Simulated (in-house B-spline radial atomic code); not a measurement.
# Excited states and polarisability of Ca¹⁰⁺ by several methods, part 2 of 2

How far do the methods of linear response differ for Ca¹⁰⁺? Each gives excitation energies, polarisability and C6.

Computed with the in-house B-spline radial atomic code; linear response of a closed shell, each method with its own adiabatic kernel; spin-free one-electron X2C, finite nucleus; B-spline basis; no spin-orbit coupling, no double excitations; only terms of natural parity, (−1)^L, with L up to 3 are computed. Rows of excitations, here in order of energy, give L, multiplicity, 0 for full response or 1 for Tamm-Dancoff, hole, particle, weight of that channel, energy (hartree) and multipole strength; threshold is minus the highest occupied level of the method. polarisability lists the dipole (1), quadrupole (2) and octupole (3) values; f_sum adds the dipole strengths of the shells that respond, at most the outer three principal shells; real and imaginary give α at real and imaginary frequencies.

## (13) BLYP

The run's settings:

```ini
Z = 20
electrons = 10.0
configuration = [He] 2s2 2p6
hamiltonian = x2c
method = b88,lyp
box_radius = 9.77
rms_radius = 3.4776
intervals = 70
```

Main fields:

```text
{
  "status": "converged",
  "c6 [hartree bohr^6]": 0.006086943,
  "f_sum": 9.93678,
  "excitations": [
    [1, 3, 0, "2p", "3s", 1.0, 12.2458, 0.0],
    [1, 3, 1, "2p", "3s", 1.0, 12.2463, 0.0],
    [1, 1, 0, "2p", "3s", 0.999, 12.349, 0.16764],
    [1, 1, 1, "2p", "3s", 0.999, 12.3505, 0.16582],
    [0, 3, 0, "2p", "3p", 0.999, 12.9556, 0.0],
    [0, 3, 1, "2p", "3p", 0.999, 12.9575, 0.0],
    [2, 3, 0, "2p", "3p", 1.0, 13.0198, 0.0],
    [2, 3, 1, "2p", "3p", 1.0, 13.0205, 0.0],
    "... 88 more rows left out ..."
  ],
  "polarisability [au]": {"1": 0.02159281, "2": 0.004797546, "3": 0.001647881},
  "threshold [hartree]": 20.58283,
  "highest [hartree]": ["2p", -20.58283],
  "lowest_empty [hartree]": -8.294634,
  "orbital_gaps [hartree]": {"2p-3s": 12.28819, "2p-3p": 13.08107, "2p-3d": 14.18427, "2p-4f": 17.21608}
}
```

Run time: 0.2 s. Hardware: 1 thread of Intel Xeon Platinum 8559C (Emerald Rapids), shared host; peak memory 0.13 GiB.

Lowest ¹P state: 2p→3s ¹P at 336.03 eV, oscillator strength 0.168. α = 0.02159 bohr³.

## (14) PBEsol

The settings differ from step 13 so:

```diff
@@ -4,3 +4,3 @@
 hamiltonian = x2c
-method = b88,lyp
+method = pbesol
 box_radius = 9.77
```

Main fields:

```text
{
  "status": "converged",
  "c6 [hartree bohr^6]": 0.006100189,
  "f_sum": 9.93691,
  "excitations": [
    [1, 3, 0, "2p", "3s", 1.0, 12.4089, 0.0],
    [1, 3, 1, "2p", "3s", 1.0, 12.4093, 0.0],
    [1, 1, 0, "2p", "3s", 0.999, 12.4823, 0.19253],
    [1, 1, 1, "2p", "3s", 0.999, 12.4835, 0.18989],
    [0, 3, 0, "2p", "3p", 0.999, 13.1178, 0.0],
    [0, 3, 1, "2p", "3p", 0.999, 13.1194, 0.0],
    [2, 3, 0, "2p", "3p", 1.0, 13.1841, 0.0],
    [2, 3, 1, "2p", "3p", 1.0, 13.1846, 0.0],
    [2, 1, 0, "2p", "3p", 1.0, 13.2446, 0.1639],
    [2, 1, 1, "2p", "3p", 1.0, 13.2447, 0.16316],
    [0, 1, 0, "2p", "3p", 0.978, 13.6783, 0.0],
    [0, 1, 1, "2p", "3p", 0.978, 13.704, 0.0],
    [1, 3, 0, "2p", "3d", 1.0, 14.2238, 0.0],
    [1, 3, 1, "2p", "3d", 1.0, 14.2245, 0.0],
    [3, 3, 0, "2p", "3d", 1.0, 14.2439, 0.0],
    [3, 3, 1, "2p", "3d", 1.0, 14.2446, 0.0],
    "... 80 more rows left out ..."
  ],
  "polarisability [au]": {"1": 0.02161459, "2": 0.004790202, "3": 0.001636842},
  "threshold [hartree]": 20.5606,
  "highest [hartree]": ["2p", -20.5606],
  "lowest_empty [hartree]": -8.113814,
  "orbital_gaps [hartree]": {"2p-3s": 12.44678, "2p-3p": 13.23727, "2p-3d": 14.30689, "2p-4f": 17.34493}
}
```

It took 0.2 s on 1 thread of Intel Xeon Platinum 8559C (Emerald Rapids), shared host; peak memory 0.13 GiB.

The first dipole-allowed state is 2p→3s ¹P, 339.66 eV (f = 0.193). α = 0.02161 bohr³.

## (15) BP86

The settings differ from step 14 so:

```diff
@@ -4,3 +4,3 @@
 hamiltonian = x2c
-method = pbesol
+method = b88,p86
 box_radius = 9.77
```

Main fields:

```text
{
  "status": "converged",
  "c6 [hartree bohr^6]": 0.006074621,
  "f_sum": 9.93677,
  "excitations": [
    [1, 3, 0, "2p", "3s", 1.0, 12.4489, 0.0],
    [1, 3, 1, "2p", "3s", 1.0, 12.4494, 0.0],
    [1, 1, 0, "2p", "3s", 0.999, 12.5183, 0.19472],
    [1, 1, 1, "2p", "3s", 0.999, 12.5194, 0.19168],
    [0, 3, 0, "2p", "3p", 0.999, 13.1672, 0.0],
    [0, 3, 1, "2p", "3p", 0.999, 13.1688, 0.0],
    [2, 3, 0, "2p", "3p", 1.0, 13.2202, 0.0],
    [2, 3, 1, "2p", "3p", 1.0, 13.2209, 0.0],
    "... 88 more rows left out ..."
  ],
  "polarisability [au]": {"1": 0.02155088, "2": 0.004765978, "3": 0.001625065},
  "threshold [hartree]": 20.58674,
  "highest [hartree]": ["2p", -20.58674],
  "lowest_empty [hartree]": -8.100553,
  "orbital_gaps [hartree]": {"2p-3s": 12.48619, "2p-3p": 13.27696, "2p-3d": 14.34405, "2p-4f": 17.34269}
}
```

Run time: 0.2 s. Hardware: 1 thread of Intel Xeon Platinum 8559C (Emerald Rapids), shared host; peak memory 0.13 GiB.

The first dipole-allowed state is 2p→3s ¹P, 340.64 eV (f = 0.195). α = 0.02155 bohr³.

## (16) exchange-only LDA

The settings differ from step 15 so:

```diff
@@ -4,3 +4,3 @@
 hamiltonian = x2c
-method = b88,p86
+method = lda,
 box_radius = 9.77
```

Main fields:

```text
{
  "status": "converged",
  "c6 [hartree bohr^6]": 0.006135672,
  "f_sum": 9.93707,
  "excitations": [
    [1, 3, 0, "2p", "3s", 1.0, 12.3866, 0.0],
    [1, 3, 1, "2p", "3s", 1.0, 12.3871, 0.0],
    [1, 1, 0, "2p", "3s", 0.999, 12.4636, 0.19447],
    [1, 1, 1, "2p", "3s", 0.999, 12.4649, 0.19178],
    [0, 3, 0, "2p", "3p", 0.999, 13.0721, 0.0],
    [0, 3, 1, "2p", "3p", 0.999, 13.0739, 0.0],
    [2, 3, 0, "2p", "3p", 1.0, 13.1567, 0.0],
    [2, 3, 1, "2p", "3p", 1.0, 13.1571, 0.0],
    "... 88 more rows left out ..."
  ],
  "polarisability [au]": {"1": 0.02170425, "2": 0.004827274, "3": 0.001652025},
  "threshold [hartree]": 20.46577,
  "highest [hartree]": ["2p", -20.46577],
  "lowest_empty [hartree]": -8.036104,
  "orbital_gaps [hartree]": {"2p-3s": 12.42966, "2p-3p": 13.21035, "2p-3d": 14.27557, "2p-4f": 17.27782}
}
```

It took 0.2 s on 1 thread of Intel Xeon Platinum 8559C (Emerald Rapids), shared host; peak memory 0.13 GiB.

The first dipole-allowed state is 2p→3s ¹P, 339.15 eV (f = 0.194). α = 0.02170 bohr³.

## (17) B97-1

The settings differ from step 16 so:

```diff
@@ -4,3 +4,3 @@
 hamiltonian = x2c
-method = lda,
+method = b97_1
 box_radius = 9.77
```

Main fields:

```text
{
  "status": "converged",
  "c6 [hartree bohr^6]": 0.006040301,
  "f_sum": 9.9368,
  "excitations": [
    [1, 3, 0, "2p", "3s", 1.0, 12.517, 0.0],
    [1, 3, 1, "2p", "3s", 1.0, 12.5176, 0.0],
    [1, 1, 0, "2p", "3s", 0.999, 12.5889, 0.2013],
    [1, 1, 1, "2p", "3s", 0.999, 12.59, 0.19877],
    [0, 3, 0, "2p", "3p", 0.998, 13.2277, 0.0],
    [0, 3, 1, "2p", "3p", 0.998, 13.2297, 0.0],
    [2, 3, 0, "2p", "3p", 1.0, 13.2979, 0.0],
    [2, 3, 1, "2p", "3p", 1.0, 13.2987, 0.0],
    "... 88 more rows left out ..."
  ],
  "polarisability [au]": {"1": 0.02145906, "2": 0.004726815, "3": 0.00160862},
  "threshold [hartree]": 20.86119,
  "highest [hartree]": ["2p", -20.86119],
  "lowest_empty [hartree]": -8.056968,
  "orbital_gaps [hartree]": {"2p-3s": 12.80422, "2p-3p": 13.60412, "2p-3d": 14.68137, "2p-4f": 17.66419}
}
```

Wall time 0.3 s (1 thread of Intel Xeon Platinum 8559C (Emerald Rapids), shared host); peak memory 0.13 GiB.

The first dipole-allowed state is 2p→3s ¹P, 342.56 eV (f = 0.201). α = 0.02146 bohr³.

## (18) RPBE

The settings differ from step 17 so:

```diff
@@ -4,3 +4,3 @@
 hamiltonian = x2c
-method = b97_1
+method = rpbe,pbe
 box_radius = 9.77
```

Main fields:

```text
{
  "status": "converged",
  "c6 [hartree bohr^6]": 0.006088678,
  "f_sum": 9.93679,
  "excitations": [
    [1, 3, 0, "2p", "3s", 1.0, 12.373, 0.0],
    [1, 3, 1, "2p", "3s", 1.0, 12.3735, 0.0],
    [1, 1, 0, "2p", "3s", 0.999, 12.4473, 0.18871],
    [1, 1, 1, "2p", "3s", 0.999, 12.4486, 0.18639],
    [0, 3, 0, "2p", "3p", 0.999, 13.0967, 0.0],
    [0, 3, 1, "2p", "3p", 0.999, 13.0984, 0.0],
    [2, 3, 0, "2p", "3p", 1.0, 13.1541, 0.0],
    [2, 3, 1, "2p", "3p", 1.0, 13.1548, 0.0],
    "... 88 more rows left out ..."
  ],
  "polarisability [au]": {"1": 0.02159143, "2": 0.004787047, "3": 0.001640468},
  "threshold [hartree]": 20.57614,
  "highest [hartree]": ["2p", -20.57614],
  "lowest_empty [hartree]": -8.16732,
  "orbital_gaps [hartree]": {"2p-3s": 12.40882, "2p-3p": 13.20857, "2p-3d": 14.28657, "2p-4f": 17.35032}
}
```

Run time: 0.2 s. Hardware: 1 thread of Intel Xeon Platinum 8559C (Emerald Rapids), shared host; peak memory 0.13 GiB.

The first dipole-allowed state is 2p→3s ¹P, 338.71 eV (f = 0.189). α = 0.02159 bohr³.

## (19) OLYP

The settings differ from step 18 so:

```diff
@@ -4,3 +4,3 @@
 hamiltonian = x2c
-method = rpbe,pbe
+method = optx,lyp
 box_radius = 9.77
```

Main fields:

```text
{
  "status": "converged",
  "c6 [hartree bohr^6]": 0.0060478,
  "f_sum": 9.93681,
  "excitations": [
    [1, 3, 0, "2p", "3s", 1.0, 12.2392, 0.0],
    [1, 3, 1, "2p", "3s", 1.0, 12.2399, 0.0],
    [1, 1, 0, "2p", "3s", 0.999, 12.341, 0.16053],
    [1, 1, 1, "2p", "3s", 0.999, 12.3426, 0.15888],
    [0, 3, 0, "2p", "3p", 0.999, 12.9605, 0.0],
    [0, 3, 1, "2p", "3p", 0.999, 12.9631, 0.0],
    [2, 3, 0, "2p", "3p", 1.0, 13.0263, 0.0],
    [2, 3, 1, "2p", "3p", 1.0, 13.027, 0.0],
    [2, 1, 0, "2p", "3p", 1.0, 13.1225, 0.15166],
    [2, 1, 1, "2p", "3p", 1.0, 13.123, 0.15206],
    [0, 1, 0, "2p", "3p", 0.968, 13.5741, 0.0],
    [0, 1, 1, "2p", "3p", 0.969, 13.5991, 0.0],
    "... 84 more rows left out ..."
  ],
  "polarisability [au]": {"1": 0.02148846, "2": 0.004752037, "3": 0.001629283},
  "threshold [hartree]": 20.63009,
  "highest [hartree]": ["2p", -20.63009],
  "lowest_empty [hartree]": -8.357182,
  "orbital_gaps [hartree]": {"2p-3s": 12.27291, "2p-3p": 13.07559, "2p-3d": 14.19312, "2p-4f": 17.25534}
}
```

Run time: 0.2 s. Hardware: 1 thread of Intel Xeon Platinum 8559C (Emerald Rapids), shared host; peak memory 0.13 GiB.

Lowest ¹P state: 2p→3s ¹P at 335.82 eV, oscillator strength 0.161. α = 0.02149 bohr³.

## (20) Summary of results

The summary covers parts 1 to 2.

```tsv
run	threshold (eV)	2p→3s ¹P (eV)	2p→3s ³P, Tamm-Dancoff (eV)	α (bohr³)	C6 (hartree bohr⁶)	time
TDHF	594.36	352.21	349.89	0.02109	0.005904	0.4 s
BSE on G0W0@HF	592.90	351.01	348.76	0.02105	0.005883	2.4 s
LDA (VWN5)	559.58	340.46	338.61	0.02164	0.006113	0.2 s
PBE	559.94	339.31	337.30	0.02159	0.006090	0.2 s
PBE0	568.93	342.90	340.83	0.02145	0.006039	0.3 s
B3LYP	567.43	339.56	336.88	0.02149	0.006048	0.3 s
CAM-B3LYP	569.30	339.21	336.54	0.02149	0.006049	0.4 s
LC-ωPBE	565.90	338.58	336.58	0.02161	0.006097	0.3 s
ωB97X	569.40	344.74	342.93	0.02140	0.006022	0.4 s
HSE06	568.40	342.79	340.72	0.02146	0.006043	0.4 s
BHandHLYP	577.95	342.68	339.72	0.02133	0.005991	0.3 s
BLYP	560.09	336.03	333.24	0.02159	0.006087	0.2 s
PBEsol	559.48	339.66	337.67	0.02161	0.006100	0.2 s
BP86	560.19	340.64	338.77	0.02155	0.006075	0.2 s
exchange-only LDA	556.90	339.15	337.07	0.02170	0.006136	0.2 s
B97-1	567.66	342.56	340.62	0.02146	0.006040	0.3 s
RPBE	559.91	338.71	336.70	0.02159	0.006089	0.2 s
OLYP	561.37	335.82	333.06	0.02149	0.006048	0.2 s
```

α runs from 0.0210 (BSE on G0W0@HF) to 0.0217 bohr³ (exchange-only LDA). The semilocal functionals put the threshold at 556.90 to 561.37 eV, under Hartree-Fock's 594.36 eV, through self-interaction. In this BSE only levels near the gap carry their own quasi-particle shift; deeper ones move rigidly and higher empty ones not at all.
